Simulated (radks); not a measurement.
# Taking charge from the 5s level of Sn in fractions

What happens to E and to the 5s eigenvalue of Sn when a fraction of an electron is removed? The exact functional would give straight lines between whole numbers for a frontier level.

Program: radks (a radial shooting solver on a logarithmic mesh, Libxc functionals) version 1. Level of theory: Dirac Kohn-Sham, PBE, spin-unpolarised, spherical densities, finite nucleus; open shells are shared between the two j in proportion to 2j + 1. These are calculated values, not measurements, unless marked.

## (1) The system

| Quantity | Value |
| --- | --- |
| element | tin (Z = 50) |
| charge | 0 |
| electrons | 50 |
| configuration | [Kr] 4d10 5s2 5p2 |
| nuclear rms radius | 4.6519 fm |

Outer shells as boxes (Hund's rule):

Sn
```
[Kr] core
4d [↑↓][↑↓][↑↓][↑↓][↑↓]
5s [↑↓]
5p [↑ ][↑ ][  ]
```

In the logs a row gives level, spin channel, occupation and eigenvalue; Etot, Ekin, Encl (electron-nucleus), Eh (Hartree) and Exc are energies, all in hartree; err is the last residual, it the number of iterations.

## (2) Start: [Kr] 4d10 5s2 5p2

The run's settings:

```text
Z 50
configuration [Kr] 4d10 5s2 5p2
relativity Dirac
functional pbe,pbe
spin unpolarised
j_filling average
nucleus finite rms 4.6519 fm
c 137.035999084
```

Output:

```text
1s1/2   1   2.0000       -1065.48438644
2s1/2   1   2.0000        -160.80370148
2p1/2   1   2.0000        -150.20649991
2p3/2   1   4.0000        -141.73087740
3s1/2   1   2.0000         -31.03247268
3p1/2   1   2.0000         -26.72722019
3p3/2   1   4.0000         -25.17953398
3d3/2   1   4.0000         -17.57078744
3d5/2   1   6.0000         -17.25133197
4s1/2   1   2.0000          -4.91765840
4p1/2   1   2.0000          -3.48657645
4p3/2   1   4.0000          -3.20847117
4d3/2   1   4.0000          -0.97181302
4d5/2   1   6.0000          -0.93355244
5s1/2   1   2.0000          -0.38735728
5p1/2   1   0.6667          -0.14703256
5p3/2   1   1.3333          -0.13071219
Etot -6178.840004685148
Ekin 6505.779951434686
Encl -14998.502585254231
Eh 2479.1026794113486
Exc -165.22005027695238
err 3.0540350640850057e-09
it 14
```

5p3/2 is the highest filled level (-3.557 eV).

From the orbitals of this run (lengths in bohr):

```tsv
level	occupation	energy (eV)	<r>	outermost maximum (interpolated)	90 % within	nodes
4s1/2	2	-133.82	0.8186	0.746	1.19	3
4p1/2	2	-94.875	0.8657	0.772	1.27	2
4p3/2	4	-87.307	0.8955	0.797	1.32	2
4d3/2	4	-26.444	1.091	0.882	1.70	1
4d5/2	6	-25.403	1.105	0.891	1.72	1
5s1/2	2	-10.541	2.397	2.01	3.57	4
5p1/2	0.666667	-4.001	3.144	2.48	4.85	3
5p3/2	1.33333	-3.557	3.303	2.60	5.11	3
```

Radial density 4πr²ρ:

```tsv
r (bohr)	4πr²ρ (e/bohr)
0.00135	2.680
0.00212	5.717
0.00329	11.54
0.00515	22.06
0.00800	37.69
0.0125	55.58
0.0194	65.20
0.0304	59.96
0.0472	58.15
0.0739	77.88
0.115	74.91
0.180	57.11
0.279	67.24
0.437	31.02
0.678	22.33
1.06	16.89
1.65	4.926
2.58	1.838
4.01	0.5518
6.27	0.06526
```

## (3) 0.1 electron removed from 5s

Settings, as their differences from step 2:

```diff
@@ -1,3 +1,3 @@
 Z 50
-configuration [Kr] 4d10 5s2 5p2
+configuration [Kr] 4d10 5s1.9 5p2
 relativity Dirac
```

Output:

```text
1s1/2   1   2.0000       -1065.51678287
2s1/2   1   2.0000        -160.83586635
2p1/2   1   2.0000        -150.23867212
2p3/2   1   4.0000        -141.76304464
3s1/2   1   2.0000         -31.06468022
3p1/2   1   2.0000         -26.75942661
3p3/2   1   4.0000         -25.21173967
3d3/2   1   4.0000         -17.60298031
3d5/2   1   6.0000         -17.28352518
4s1/2   1   2.0000          -4.94986381
4p1/2   1   2.0000          -3.51877102
4p3/2   1   4.0000          -3.24066035
4d3/2   1   4.0000          -1.00374934
4d5/2   1   6.0000          -0.96546647
5s1/2   1   1.9000          -0.41516810
5p1/2   1   0.6667          -0.17189532
5p3/2   1   1.3333          -0.15497991
Etot -6178.799883366871
Ekin 6505.735919107028
Encl -14996.853299794573
Eh 2477.5132910634256
Exc -165.19579374275168
err 3.020324425244916e-09
it 14
```

E − E(step 2, start: [Kr] 4d10 5s2 5p2) = +1.092 eV. 5p3/2 is the highest filled level (-4.217 eV).

## (4) 0.2 electron removed from 5s

Settings, as their differences from step 3:

```diff
@@ -1,3 +1,3 @@
 Z 50
-configuration [Kr] 4d10 5s1.9 5p2
+configuration [Kr] 4d10 5s1.8 5p2
 relativity Dirac
```

Output:

```text
1s1/2   1   2.0000       -1065.54993659
2s1/2   1   2.0000        -160.86877450
2p1/2   1   2.0000        -150.27158887
2p3/2   1   4.0000        -141.79595599
3s1/2   1   2.0000         -31.09762887
3p1/2   1   2.0000         -26.79237429
3p3/2   1   4.0000         -25.24468642
3d3/2   1   4.0000         -17.63591394
3d5/2   1   6.0000         -17.31645911
4s1/2   1   2.0000          -4.98280274
4p1/2   1   2.0000          -3.55169797
4p3/2   1   4.0000          -3.27358125
4d3/2   1   4.0000          -1.03640499
4d5/2   1   6.0000          -0.99809882
5s1/2   1   1.8000          -0.44354692
5p1/2   1   0.6667          -0.19734278
5p3/2   1   1.3333          -0.17983904
Etot -6178.756952144359
Ekin 6505.688955503065
Encl -14995.165399571277
Eh 2475.8903942903607
Exc -165.17090236650773
err 3.0871434638648197e-09
it 14
```

Energy against step 2 (start: [Kr] 4d10 5s2 5p2): +2.260 eV. The top filled level is 5p3/2, -4.894 eV.

## (5) 0.3 electron removed from 5s

Settings, as their differences from step 4:

```diff
@@ -1,3 +1,3 @@
 Z 50
-configuration [Kr] 4d10 5s1.8 5p2
+configuration [Kr] 4d10 5s1.7 5p2
 relativity Dirac
```

Output:

```text
1s1/2   1   2.0000       -1065.58379828
2s1/2   1   2.0000        -160.90237637
2p1/2   1   2.0000        -150.30520062
2p3/2   1   4.0000        -141.82956188
3s1/2   1   2.0000         -31.13126897
3p1/2   1   2.0000         -26.82601356
3p3/2   1   4.0000         -25.27832456
3d3/2   1   4.0000         -17.66953866
3d5/2   1   6.0000         -17.35008409
4s1/2   1   2.0000          -5.01642501
4p1/2   1   2.0000          -3.58530704
4p3/2   1   4.0000          -3.30718353
4d3/2   1   4.0000          -1.06972924
4d5/2   1   6.0000          -1.03139873
5s1/2   1   1.7000          -0.47244823
5p1/2   1   0.6667          -0.22333135
5p3/2   1   1.3333          -0.20524497
Etot -6178.711156573986
Ekin 6505.638990339642
Encl -14993.441304387561
Eh 2474.2365870102967
Exc -165.14542953636285
err 3.235740096782778e-09
it 14
```

Energy against step 2 (start: [Kr] 4d10 5s2 5p2): +3.506 eV. Highest occupied level: 5p3/2 at -5.585 eV.

## (6) 0.4 electron removed from 5s

Settings, as their differences from step 5:

```diff
@@ -1,3 +1,3 @@
 Z 50
-configuration [Kr] 4d10 5s1.7 5p2
+configuration [Kr] 4d10 5s1.6 5p2
 relativity Dirac
```

Output:

```text
1s1/2   1   2.0000       -1065.61832738
2s1/2   1   2.0000        -160.93663116
2p1/2   1   2.0000        -150.33946657
2p3/2   1   4.0000        -141.86382152
3s1/2   1   2.0000         -31.16555960
3p1/2   1   2.0000         -26.86030351
3p3/2   1   4.0000         -25.31261318
3d3/2   1   4.0000         -17.70381360
3d5/2   1   6.0000         -17.38435924
4s1/2   1   2.0000          -5.05068924
4p1/2   1   2.0000          -3.61955674
4p3/2   1   4.0000          -3.34142563
4d3/2   1   4.0000          -1.10368016
4d5/2   1   6.0000          -1.06532427
5s1/2   1   1.6000          -0.50183471
5p1/2   1   0.6667          -0.24982472
5p3/2   1   1.3333          -0.23116057
Etot -6178.66244633197
Ekin 6505.5859599251
Encl -14991.68300424064
Eh 2472.5540185338664
Exc -165.1194205502972
err 3.2538539837680855e-09
it 14
```

Energy against step 2 (start: [Kr] 4d10 5s2 5p2): +4.832 eV. The top filled level is 5p3/2, -6.290 eV.

## (7) 0.5 electron removed from 5s

Settings, as their differences from step 6:

```diff
@@ -1,3 +1,3 @@
 Z 50
-configuration [Kr] 4d10 5s1.6 5p2
+configuration [Kr] 4d10 5s1.5 5p2
 relativity Dirac
```

Output:

```text
1s1/2   1   2.0000       -1065.65348982
2s1/2   1   2.0000        -160.97150463
2p1/2   1   2.0000        -150.37435248
2p3/2   1   4.0000        -141.89870066
3s1/2   1   2.0000         -31.20046643
3p1/2   1   2.0000         -26.89520980
3p3/2   1   4.0000         -25.34751793
3d3/2   1   4.0000         -17.73870440
3d5/2   1   6.0000         -17.41925020
4s1/2   1   2.0000          -5.08556060
4p1/2   1   2.0000          -3.65441213
4p3/2   1   4.0000          -3.37627258
4d3/2   1   4.0000          -1.13822244
4d5/2   1   6.0000          -1.09984013
5s1/2   1   1.5000          -0.53167509
5p1/2   1   0.6667          -0.27679212
5p3/2   1   1.3333          -0.25755433
Etot -6178.610774506559
Ekin 6505.529805832103
Encl -14989.892168039842
Eh 2470.8445022850983
Exc -165.09291458391806
err 3.5954094367963734e-09
it 14
```

Energy against step 2 (start: [Kr] 4d10 5s2 5p2): +6.238 eV. 5p3/2 is the highest filled level (-7.008 eV).

## (8) 0.6 electron removed from 5s

Settings, as their differences from step 7:

```diff
@@ -1,3 +1,3 @@
 Z 50
-configuration [Kr] 4d10 5s1.5 5p2
+configuration [Kr] 4d10 5s1.4 5p2
 relativity Dirac
```

Output:

```text
1s1/2   1   2.0000       -1065.68925658
2s1/2   1   2.0000        -161.00696758
2p1/2   1   2.0000        -150.40982916
2p3/2   1   4.0000        -141.93417011
3s1/2   1   2.0000         -31.23596012
3p1/2   1   2.0000         -26.93070312
3p3/2   1   4.0000         -25.38300948
3d3/2   1   4.0000         -17.77418175
3d5/2   1   6.0000         -17.45472767
4s1/2   1   2.0000          -5.12100933
4p1/2   1   2.0000          -3.68984333
4p3/2   1   4.0000          -3.41169443
4d3/2   1   4.0000          -1.17332587
4d5/2   1   6.0000          -1.13491607
5s1/2   1   1.4000          -0.56194274
5p1/2   1   0.6667          -0.30420699
5p3/2   1   1.3333          -0.28439911
Etot -6178.556097074313
Ekin 6505.470473993472
Encl -14988.070218702194
Eh 2469.109593706136
Exc -165.06594607172826
err 3.7172720734722224e-09
it 14
```

Energy against step 2 (start: [Kr] 4d10 5s2 5p2): +7.726 eV. The top filled level is 5p3/2, -7.739 eV.

## (9) 0.7 electron removed from 5s

Settings, as their differences from step 8:

```diff
@@ -1,3 +1,3 @@
 Z 50
-configuration [Kr] 4d10 5s1.4 5p2
+configuration [Kr] 4d10 5s1.3 5p2
 relativity Dirac
```

Output:

```text
1s1/2   1   2.0000       -1065.72560254
2s1/2   1   2.0000        -161.04299471
2p1/2   1   2.0000        -150.44587133
2p3/2   1   4.0000        -141.97020458
3s1/2   1   2.0000         -31.27201530
3p1/2   1   2.0000         -26.96675808
3p3/2   1   4.0000         -25.41906245
3d3/2   1   4.0000         -17.81022028
3d5/2   1   6.0000         -17.49076627
4s1/2   1   2.0000          -5.15700957
4p1/2   1   2.0000          -3.72582442
4p3/2   1   4.0000          -3.44766520
4d3/2   1   4.0000          -1.20896420
4d5/2   1   6.0000          -1.17052585
5s1/2   1   1.3000          -0.59261460
5p1/2   1   0.6667          -0.33204614
5p3/2   1   1.3333          -0.31167123
Etot -6178.498372487994
Ekin 6505.407913960733
Encl -14986.218386465585
Eh 2467.3506457207504
Exc -165.03854570389217
err 1.7180711302349717e-09
it 15
```

Energy against step 2 (start: [Kr] 4d10 5s2 5p2): +9.296 eV. 5p3/2 is the highest filled level (-8.481 eV).

## (10) 0.8 electron removed from 5s

Settings, as their differences from step 9:

```diff
@@ -1,3 +1,3 @@
 Z 50
-configuration [Kr] 4d10 5s1.3 5p2
+configuration [Kr] 4d10 5s1.2 5p2
 relativity Dirac
```

Output:

```text
1s1/2   1   2.0000       -1065.76250570
2s1/2   1   2.0000        -161.07956392
2p1/2   1   2.0000        -150.48245687
2p3/2   1   4.0000        -142.00678195
3s1/2   1   2.0000         -31.30860973
3p1/2   1   2.0000         -27.00335246
3p3/2   1   4.0000         -25.45565459
3d3/2   1   4.0000         -17.84679777
3d5/2   1   6.0000         -17.52734378
4s1/2   1   2.0000          -5.19353867
4p1/2   1   2.0000          -3.76233262
4p3/2   1   4.0000          -3.48416206
4d3/2   1   4.0000          -1.24511435
4d5/2   1   6.0000          -1.20664639
5s1/2   1   1.2000          -0.62367051
5p1/2   1   0.6667          -0.36028908
5p3/2   1   1.3333          -0.33934974
Etot -6178.437561355914
Ekin 6505.342078335458
Encl -14984.337747743028
Eh 2465.5688492132394
Exc -165.01074116158338
err 1.7075524600240347e-09
it 15
```

E − E(step 2, start: [Kr] 4d10 5s2 5p2) = +10.951 eV. 5p3/2 is the highest filled level (-9.234 eV).

## (11) 0.9 electron removed from 5s

Settings, as their differences from step 10:

```diff
@@ -1,3 +1,3 @@
 Z 50
-configuration [Kr] 4d10 5s1.2 5p2
+configuration [Kr] 4d10 5s1.1 5p2
 relativity Dirac
```

Output:

```text
1s1/2   1   2.0000       -1065.79994664
2s1/2   1   2.0000        -161.11665562
2p1/2   1   2.0000        -150.51956622
2p3/2   1   4.0000        -142.04388267
3s1/2   1   2.0000         -31.34572372
3p1/2   1   2.0000         -27.04046657
3p3/2   1   4.0000         -25.49276622
3d3/2   1   4.0000         -17.88389455
3d5/2   1   6.0000         -17.56444051
4s1/2   1   2.0000          -5.23057649
4p1/2   1   2.0000          -3.79934772
4p3/2   1   4.0000          -3.52116475
4d3/2   1   4.0000          -1.28175585
4d5/2   1   6.0000          -1.24325720
5s1/2   1   1.1000          -0.65509261
5p1/2   1   0.6667          -0.38891751
5p3/2   1   1.3333          -0.36741596
Etot -6178.373626181078
Ekin 6505.272922318391
Encl -14982.429254056446
Eh 2463.7652632289946
Exc -164.98255767201812
err 1.810525536611034e-09
it 15
```

Energy against step 2 (start: [Kr] 4d10 5s2 5p2): +12.691 eV. Highest occupied level: 5p3/2 at -9.998 eV.

## (12) 1 electron removed from 5s

Settings, as their differences from step 11:

```diff
@@ -1,3 +1,3 @@
 Z 50
-configuration [Kr] 4d10 5s1.1 5p2
+configuration [Kr] 4d10 5s1 5p2
 relativity Dirac
```

Output:

```text
1s1/2   1   2.0000       -1065.83790800
2s1/2   1   2.0000        -161.15425237
2p1/2   1   2.0000        -150.55718194
2p3/2   1   4.0000        -142.08148926
3s1/2   1   2.0000         -31.38333971
3p1/2   1   2.0000         -27.07808285
3p3/2   1   4.0000         -25.53037977
3d3/2   1   4.0000         -17.92149304
3d5/2   1   6.0000         -17.60203891
4s1/2   1   2.0000          -5.26810505
4p1/2   1   2.0000          -3.83685164
4p3/2   1   4.0000          -3.55865512
4d3/2   1   4.0000          -1.31887035
4d5/2   1   6.0000          -1.28033994
5s1/2   1   1.0000          -0.68686493
5p1/2   1   0.6667          -0.41791496
5p3/2   1   1.3333          -0.39585309
Etot -6178.306531160744
Ekin 6505.200403435654
Encl -14980.493754101763
Eh 2461.940837938265
Exc -164.9540184329011
err 2.075591832506198e-09
it 15
```

E − E(step 2, start: [Kr] 4d10 5s2 5p2) = +14.517 eV. Highest occupied level: 5p3/2 at -10.772 eV.

## (13) Summary of results

```tsv
removed (e)	E − E(0) (eV)	eigenvalue (eV)	E minus straight line (eV)
0	0.000	-10.541	0.000
0.1	1.092	-11.297	-0.360
0.2	2.260	-12.070	-0.643
0.3	3.506	-12.856	-0.849
0.4	4.832	-13.656	-0.975
0.5	6.238	-14.468	-1.021
0.6	7.726	-15.291	-0.984
0.7	9.296	-16.126	-0.865
0.8	10.951	-16.971	-0.662
0.9	12.691	-17.826	-0.374
1	14.517	-18.691	0.000
```

In words: Removing the whole electron costs 14.517 eV, against 10.541 eV from minus the starting eigenvalue. Slater's transition state, half an electron removed, gives 14.468 eV. The trapezoid integral of minus the eigenvalue gives 14.518 eV over the range, against 14.517 eV from the energies (Janak's theorem). The eigenvalue moves by 8.15 eV per electron. E bends below the straight line by 1.02 eV at 0.5 electron removed.
